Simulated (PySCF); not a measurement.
# C4H9BS2: a tour of settings, part 2 of 2

PySCF 2.14.0. Atoms count from 0.

### Step 4. Spin-spin couplings: OLYP/IGLO-II

What the job is given:

```
{"job": {"kind": "j", "xc": "OLYP", "basis": "IGLO-II"}, "charge": 0, "multiplicity": 1}
C      3.063804    -0.482541    -0.011362
B      1.546378    -0.063791     0.051436
S      0.981320     1.402130     0.917683
C     -0.803976     0.993982     0.821701
C     -1.108640     0.217369    -0.443927
C     -2.454241    -0.483013    -0.380202
S      0.244349    -1.020004    -0.717835
H      3.299117    -1.183750     0.789867
H      3.316136    -0.982290    -0.944416
H      3.732082     0.367199     0.111125
H     -1.041724     0.401940     1.708015
H     -1.357181     1.931717     0.855507
H     -1.067490     0.881773    -1.312832
H     -2.482122    -1.171007     0.461871
H     -3.252848     0.247500    -0.265944
H     -2.622563    -1.048271    -1.293051
```

Method: OLYP/IGLO-II indirect spin-spin coupling, non-relativistic, gas phase.

Output:

```text
coarse grid: 14264 points
cycle   1  E = -978.9802683278  dE =  5.130e-01  |g| = 5.819e-01  |ddm| = 3.294e+00
cycle   2  E = -978.8790587749  dE =  1.012e-01  |g| = 8.151e-01  |ddm| = 1.299e+00
cycle   3  E = -979.0632434020  dE = -1.842e-01  |g| = 1.253e-01  |ddm| = 8.122e-01
cycle   4  E = -979.0663458214  dE = -3.102e-03  |g| = 7.921e-02  |ddm| = 1.962e-01
cycle   5  E = -979.0679583859  dE = -1.613e-03  |g| = 1.320e-02  |ddm| = 7.405e-02
cycle   6  E = -979.0680005049  dE = -4.212e-05  |g| = 6.214e-03  |ddm| = 2.398e-02
cycle   7  E = -979.0680094408  dE = -8.936e-06  |g| = 2.581e-03  |ddm| = 7.821e-03
final grid: 127880 points
cycle   8  E = -979.0902148656  dE = -1.894e-04  |g| = 1.740e-02  |ddm| = 5.799e-02
cycle   9  E = -979.0900236608  dE =  1.912e-04  |g| = 3.141e-02  |ddm| = 4.269e-02
cycle  10  E = -979.0902944693  dE = -2.708e-04  |g| = 3.211e-03  |ddm| = 2.856e-02
cycle  11  E = -979.0902971219  dE = -2.653e-06  |g| = 9.348e-04  |ddm| = 4.293e-03
cycle  12  E = -979.0902973325  dE = -2.105e-07  |g| = 4.072e-04  |ddm| = 1.299e-03
cycle  13  E = -979.0902973752  dE = -4.271e-08  |g| = 1.088e-04  |ddm| = 4.582e-04
cycle  14  E = -979.0902973780  dE = -2.841e-09  |g| = 2.275e-05  |ddm| = 1.057e-04
cycle  15  E = -979.0902973781  dE = -1.069e-10  |g| = 6.555e-06  |ddm| = 2.492e-05
converged SCF energy = -979.0902973781

Indirect spin-spin couplings (Hz)
  i      j    bonds     total        FC       PSO       DSO        SD
  0 C    1 B    1     64.121    65.017    -1.450     0.285     0.269
  0 C    2 S    2      6.491     6.725    -0.236     0.002         -
  0 C    3 C    3      2.640     2.677     0.017    -0.054         -
  0 C    4 C    3      2.913     2.955     0.007    -0.049         -
  0 C    6 S    2      6.069     6.347    -0.281     0.002         -
  0 C    7 H    1    106.309   104.227     1.438     0.643         -
  0 C    8 H    1    111.253   109.311     1.302     0.639         -
  0 C    9 H    1    111.102   109.147     1.314     0.642         -
  0 C   10 H    4     -0.428    -0.386     0.135    -0.177         -
  0 C   11 H    4     -0.189    -0.129     0.255    -0.315         -
  0 C   12 H    4     -0.400    -0.350     0.122    -0.172         -
  0 C   14 H    5      1.148     1.186     0.190    -0.228         -
  0 C   15 H    5      0.231     0.272     0.151    -0.192         -
  1 B    2 S    1     -9.211    -4.906    -4.606     0.062     0.239
  1 B    3 C    2      0.474     0.593    -0.141     0.062    -0.040
  1 B    4 C    2      1.377     1.478    -0.134     0.072    -0.039
  1 B    5 C    3      3.732     3.762     0.052    -0.077    -0.005
  1 B    6 S    1     -9.408    -5.101    -4.605     0.063     0.235
  1 B    7 H    2     -5.832    -6.051    -0.011     0.060     0.171
  1 B    8 H    2     -6.380    -6.297    -0.181     0.014     0.084
  1 B    9 H    2     -6.195    -6.105    -0.185     0.013     0.083
  1 B   10 H    3      0.525     0.672    -0.131     0.001    -0.017
  1 B   11 H    3      6.449     6.669     0.290    -0.490    -0.020
  1 B   12 H    3      0.367     0.517    -0.161     0.032    -0.020
  1 B   13 H    4     -0.238    -0.126     0.103    -0.194    -0.021
  1 B   14 H    4      0.414     0.516     0.272    -0.361    -0.013
  1 B   15 H    4     -0.249    -0.170     0.269    -0.362     0.014
  2 S    3 C    1    -14.913   -16.291     1.333     0.045         -
  2 S    4 C    2     -0.874    -0.260    -0.623     0.009         -
  2 S    5 C    3     -0.105     0.081    -0.169    -0.017         -
  2 S    7 H    3      0.560     0.630    -0.037    -0.033         -
  2 S    8 H    3      3.653     3.709     0.024    -0.080         -
  2 S    9 H    3      1.861     1.932    -0.100     0.029         -
  2 S   10 H    2      1.373     1.231     0.156    -0.013         -
  2 S   11 H    2      5.165     4.884     0.301    -0.020         -
  2 S   12 H    3      0.082     0.152    -0.072     0.002         -
  2 S   14 H    4     -0.162    -0.104     0.006    -0.064         -
  3 C    4 C    1     32.956    33.804    -1.146     0.297         -
  3 C    5 C    2      1.285     1.421    -0.172     0.037         -
  3 C    6 S    2     -0.636    -0.105    -0.539     0.008         -
  3 C    7 H    4     -0.358    -0.312     0.140    -0.186         -
  3 C    8 H    4      0.440     0.491     0.210    -0.261         -
  3 C    9 H    4     -0.364    -0.302     0.198    -0.260         -
  3 C   10 H    1    133.122   132.047    -0.029     1.103         -
  3 C   11 H    1    129.369   128.239     0.082     1.048         -
  3 C   12 H    2     -2.577    -2.451    -0.194     0.068         -
  3 C   13 H    3      3.820     3.796    -0.119     0.142         -
  3 C   14 H    3      2.003     1.945    -0.062     0.120         -
  3 C   15 H    3     13.316    13.316     0.358    -0.358         -
  4 C    5 C    1     31.768    32.282    -0.757     0.243         -
  4 C    6 S    1    -15.092   -16.205     1.060     0.052         -
  4 C    7 H    4     -0.226    -0.185     0.185    -0.226         -
  4 C    8 H    4     -0.359    -0.302     0.149    -0.206         -
  4 C    9 H    4      0.234     0.275     0.176    -0.218         -
  4 C   10 H    2     -4.059    -3.969    -0.179     0.088         -
  4 C   11 H    2     -0.461    -0.482    -0.031     0.052         -
  4 C   12 H    1    135.490   134.468    -0.232     1.254         -
  4 C   13 H    2     -6.224    -6.191    -0.053     0.020         -
  4 C   14 H    2     -1.447    -1.509     0.071    -0.008         -
  4 C   15 H    2     -4.882    -4.836    -0.056     0.010         -
  5 C    6 S    2      4.539     4.678    -0.142     0.004         -
  5 C    8 H    5      0.415     0.452     0.159    -0.196         -
  5 C    9 H    5      0.180     0.219     0.191    -0.230         -
  5 C   10 H    3      4.729     4.701    -0.130     0.158         -
  5 C   11 H    3      0.496     0.502     0.028    -0.033         -
  5 C   12 H    2     -1.564    -1.540     0.055    -0.079         -
  5 C   13 H    1    118.691   117.197     0.721     0.773         -
  5 C   14 H    1    115.485   113.885     0.871     0.730         -
  5 C   15 H    1    117.879   116.341     0.796     0.743         -
  6 S    7 H    3      0.042     0.111    -0.048    -0.021         -
  6 S    8 H    3      1.169     1.268    -0.125     0.026         -
  6 S    9 H    3      4.607     4.673     0.016    -0.082         -
  6 S   10 H    3      0.239     0.295    -0.052    -0.004         -
  6 S   11 H    3      1.392     1.564    -0.058    -0.114         -
  6 S   12 H    2      1.940     1.862     0.075     0.003         -
  6 S   13 H    3      1.239     1.234    -0.015     0.019         -
  6 S   14 H    3      6.661     6.720     0.048    -0.106         -
  6 S   15 H    3      1.426     1.334     0.065     0.027         -
  7 H    8 H    2    -17.145   -17.282     2.513    -2.376         -
  7 H    9 H    2    -17.028   -17.166     2.524    -2.386         -
  7 H   10 H    5      0.601     0.696     0.181    -0.276         -
  7 H   11 H    5     -0.161     0.033     0.980    -1.174         -
  7 H   12 H    5      0.370     0.565     0.916    -1.111         -
  7 H   14 H    6     -0.185    -0.067     0.704    -0.822         -
  7 H   15 H    6     -0.165    -0.031     0.576    -0.710         -
  8 H    9 H    2    -12.844   -12.956     2.639    -2.527         -
  8 H   11 H    5      0.646     0.838     1.007    -1.199         -
  8 H   13 H    6     -0.159    -0.019     0.540    -0.680         -
  8 H   15 H    6     -0.157    -0.029     0.413    -0.542         -
 10 H   11 H    2    -11.547   -11.748     1.953    -1.752         -
 10 H   12 H    3     12.598    12.719     2.290    -2.411         -
 10 H   14 H    4     -0.160    -0.178    -0.038     0.056         -
 11 H   12 H    3      5.293     5.173    -0.318     0.439         -
 11 H   13 H    4     -0.203    -0.157     0.685    -0.731         -
 11 H   15 H    4     -0.476    -0.411     1.333    -1.398         -
 12 H   13 H    3     12.170    12.286     2.455    -2.571         -
 12 H   14 H    3      3.085     3.073     0.198    -0.186         -
 12 H   15 H    3      3.703     3.687     0.055    -0.039         -
 13 H   14 H    2    -12.945   -12.981     2.435    -2.398         -
 13 H   15 H    2    -13.503   -13.566     2.373    -2.310         -
 14 H   15 H    2    -13.818   -13.852     2.512    -2.478         -
```

Run time: 60 s. Hardware: 1 thread of Intel Xeon at 2.70GHz, shared host; peak memory 0.77 GiB.

A choice of the couplings up to four bonds, sorted by the number of bonds, with means over like pairs; isotopes 11B, 13C, 1H, 33S:

```tsv
pair	bonds	J (Hz)	Fermi contact (Hz)	dihedral (°)
C4–H12	1	135.5	134.5	–
C3–H10	1	133.1	132.0	–
C3–H11	1	129.4	128.2	–
C5–H13	1	117.4	115.8	–
C0–H7	1	109.6	107.6	–
C0–B1	1	64.1	65.0	–
C3–C4	1	33.0	33.8	–
C4–C5	1	31.8	32.3	–
C4–S6	1	-15.1	-16.2	–
H7–H8	2	-15.7	-15.8	–
H13–H14	2	-13.4	-13.5	–
H10–H11	2	-11.5	-11.7	–
C0–S2	2	6.5	6.7	–
B1–H7	2	-6.1	-6.2	–
C0–S6	2	6.1	6.3	–
S2–H11	2	5.2	4.9	–
C5–S6	2	4.5	4.7	–
C4–H13	2	-4.2	-4.2	–
H10–H12	3	12.6	12.7	168
B1–H11	3	6.4	6.7	-153
C3–H13	3	6.4	6.4	–
H12–H13	3	6.3	6.3	–
H11–H12	3	5.3	5.2	46
C5–H10	3	4.7	4.7	45
B1–C5	3	3.7	3.8	-154
S6–H13	3	3.1	3.1	–
C0–C4	3	2.9	3.0	-172
```

The spin-dipole term was solved for some atoms only; pairs without it lack that part.

The response was solved for the nuclei of B, C, H alone, so couplings that need other nuclei can be missing.

Quadrupole couplings from the field gradients of the same density:

```tsv
atom	isotope	eQq/h (MHz)	η
S2	33S	-30.9	0.62
S6	33S	-29.9	0.61
B1	11B	2.968	0.62
```

Shifts (PBE0/pcSseg-1, unscaled) and these couplings together give the proton spectrum at 300 MHz below. Couplings to quadrupolar nuclei are left out.

1H NMR δ 3.91 (dqd, J = 12.6, 6.3, 5.3 Hz, 1H), 3.09 (dd, J = 11.5, 5.3 Hz, 1H), 2.82 (dd, J = 12.6, 11.5 Hz, 1H), 1.53 (d, J = 6.3 Hz, 3H), 0.95 (s, 3H).

### Step 5. Excited states and response: BHandHLYP/pcSseg-0

The job, as its differences from that of step 4:

```diff
@@ -1,2 +1,2 @@
-{"job": {"kind": "j", "xc": "OLYP", "basis": "IGLO-II"}, "charge": 0, "multiplicity": 1}
+{"job": {"kind": "uv", "xc": "BHandHLYP", "basis": "pcSseg-0", "nstates": 1, "ntriplets": 2, "tda": false}, "charge": 0, "multiplicity": 1}
 C      3.063804    -0.482541    -0.011362
```

Level: TDDFT BHandHLYP/pcSseg-0, vertical, gas phase, core orbitals frozen in the response.

Output:

```text
coarse grid: 14264 points
cycle   1  E = -977.5963262143  dE =  9.405e-01  |g| = 3.313e-01  |ddm| = 4.008e+00
cycle   2  E = -977.6151350085  dE = -1.881e-02  |g| = 2.824e-01  |ddm| = 1.390e+00
cycle   3  E = -977.6360500828  dE = -2.092e-02  |g| = 3.393e-02  |ddm| = 4.867e-01
cycle   4  E = -977.6363570739  dE = -3.070e-04  |g| = 1.700e-02  |ddm| = 8.035e-02
cycle   5  E = -977.6364344567  dE = -7.738e-05  |g| = 2.133e-03  |ddm| = 2.665e-02
cycle   6  E = -977.6364361593  dE = -1.703e-06  |g| = 6.896e-04  |ddm| = 6.965e-03
final grid: 127880 points
cycle   7  E = -977.6667725805  dE = -5.951e-06  |g| = 1.975e-03  |ddm| = 1.330e-02
cycle   8  E = -977.6667729157  dE = -3.352e-07  |g| = 1.724e-03  |ddm| = 4.927e-03
cycle   9  E = -977.6667737013  dE = -7.856e-07  |g| = 1.440e-04  |ddm| = 2.403e-03
cycle  10  E = -977.6667737066  dE = -5.293e-09  |g| = 8.250e-05  |ddm| = 3.689e-04
cycle  11  E = -977.6667737085  dE = -1.926e-09  |g| = 7.899e-06  |ddm| = 1.531e-04
cycle  12  E = -977.6667737085  dE = -2.160e-11  |g| = 2.199e-06  |ddm| = 2.384e-05
converged SCF energy = -977.6667737085

Static polarisability (au): isotropic 75.165, principal 51.463 77.100 96.930

Singlet excitations
state   eV       nm        f      main configurations
  1   6.1178    202.7   0.08077   H->L 0.92

Triplet excitations (Tamm-Dancoff, eV): 5.1908 5.8378
```

Wall time 11 s (1 thread of Intel Xeon at 2.70GHz, shared host); peak memory 0.57 GiB.

In short: HOMO -8.01 eV, LUMO 0.71 eV; lowest singlet 6.12 eV.

### Step 6. TDDFT and polarisability: WP04/def2-SVPD

The job, as its differences from that of step 5:

```diff
@@ -1,2 +1,2 @@
-{"job": {"kind": "uv", "xc": "BHandHLYP", "basis": "pcSseg-0", "nstates": 1, "ntriplets": 2, "tda": false}, "charge": 0, "multiplicity": 1}
+{"job": {"kind": "uv", "xc": "WP04", "basis": "def2-SVPD", "nstates": 3, "ntriplets": 2, "tda": true, "scf": {"aux": "def2-qzvpp-jkfit"}, "grid": 1}, "charge": 0, "multiplicity": 1}
 C      3.063804    -0.482541    -0.011362
```

Level: TDA WP04/def2-SVPD, vertical, gas phase, core orbitals frozen in the response.

Output:

```text
final grid: 60784 points
cycle   1  E = -991.2765583828  dE =  5.639e-01  |g| = 5.891e-01  |ddm| = 6.765e+00
cycle   2  E = -991.2580487245  dE =  1.851e-02  |g| = 6.471e-01  |ddm| = 2.209e+00
cycle   3  E = -991.3735478973  dE = -1.155e-01  |g| = 7.104e-02  |ddm| = 1.033e+00
cycle   4  E = -991.3747930159  dE = -1.245e-03  |g| = 3.005e-02  |ddm| = 1.825e-01
cycle   5  E = -991.3750355134  dE = -2.425e-04  |g| = 8.775e-03  |ddm| = 5.565e-02
cycle   6  E = -991.3750551761  dE = -1.966e-05  |g| = 2.107e-03  |ddm| = 1.874e-02
cycle   7  E = -991.3750562917  dE = -1.116e-06  |g| = 6.591e-04  |ddm| = 5.635e-03
cycle   8  E = -991.3750564182  dE = -1.265e-07  |g| = 2.339e-04  |ddm| = 1.590e-03
cycle   9  E = -991.3750564347  dE = -1.653e-08  |g| = 4.715e-05  |ddm| = 5.015e-04
cycle  10  E = -991.3750564353  dE = -5.934e-10  |g| = 1.458e-05  |ddm| = 1.094e-04
converged SCF energy = -991.3750564353

Static polarisability (au): isotropic 94.854, principal 71.027 98.453 115.084

Singlet excitations
state   eV       nm        f      main configurations
  1   5.3910    230.0   0.02036   H->L+1 0.75, H->L 0.23
  2   5.4966    225.6   0.10761   H->L 0.71, H->L+1 0.24
  3   6.4174    193.2   0.01388   H-2->L 0.48, H-1->L 0.46

Triplet excitations (Tamm-Dancoff, eV): 4.5197 5.0438
```

It took 29 s on 1 thread of Intel Xeon at 2.70GHz, shared host; peak memory 0.82 GiB.

Key values: HOMO -7.85 eV, LUMO -2.24 eV; lowest singlet 5.39 eV.

### Step 7. Run by run: electronic excitations

Excitations and ground-state properties, with basis size and wall time:

```tsv
run	lowest singlet (eV)	brightest (eV)	f	gap (eV)	α (Å³)	μ (D)	functions	time
PBE0/def2-SVPD	5.33	5.33	0.073	6.39	14.88	1.83	226	56 s
BHandHLYP/pcSseg-0	6.12	6.12	0.081	8.72	11.14	1.71	89	11 s
WP04/def2-SVPD	5.39	5.50	0.108	5.61	14.06	1.76	226	29 s
```

### Step 8. What came out

The summary covers parts 1 to 2.

| quantity | value |
| --- | --- |
| 13C shifts against TMS (PBE0/pcSseg-1) | 59.7, 50.2, 22.7, 3.2 ppm |
| 1H shifts against TMS (PBE0/pcSseg-1, means over atoms taken as alike) | 3.91, 3.09, 2.82, 1.53, 0.95 ppm |
| 11B shifts against BF3·OEt2 (PBE0/pcSseg-1) | 67.4 ppm |
| 33S shifts against CS2 (PBE0/pcSseg-1) | 126, 89 ppm |
| lowest singlet (PBE0/def2-SVPD) | 5.33 eV (233 nm), f = 0.073 |
| lowest triplet | 4.45 eV |
| largest coupling of the table (OLYP/IGLO-II) | 1J(C,H) C4–H12, 135.5 Hz |
| range of the lowest singlet | 5.33 to 6.12 eV |

Single values in the summary come from the first run of each kind that ended normally (PBE0/pcSseg-1; PBE0/def2-SVPD; OLYP/IGLO-II), which need not be the best level. At PBE0/pcSseg-1: The widest tensor belongs to S2: span 252 ppm, with a paramagnetic part of -644 ppm. The first singlet state (HOMO→LUMO 0.75, HOMO→LUMO+1 0.21) lies at 5.33 eV and is bright. The lowest triplet lies 0.87 eV below the lowest singlet (triplets in Tamm-Dancoff, singlets in full TDDFT). In the run at OLYP/IGLO-II, the largest coupling of the table is C4–H12, 135.5 Hz, of which the Fermi-contact term gives 134.5 Hz. Couplings across rotatable bonds belong to this one conformer; where others are populated, the observed values are averages. The lowest singlet runs from 5.33 eV (PBE0/def2-SVPD) to 6.12 eV (BHandHLYP/pcSseg-0), while the orbital gap spans 5.61 to 8.72 eV. The lowest state need not be the same one in every run. The runs solved for a few states only, so the brightest column depends on that window.
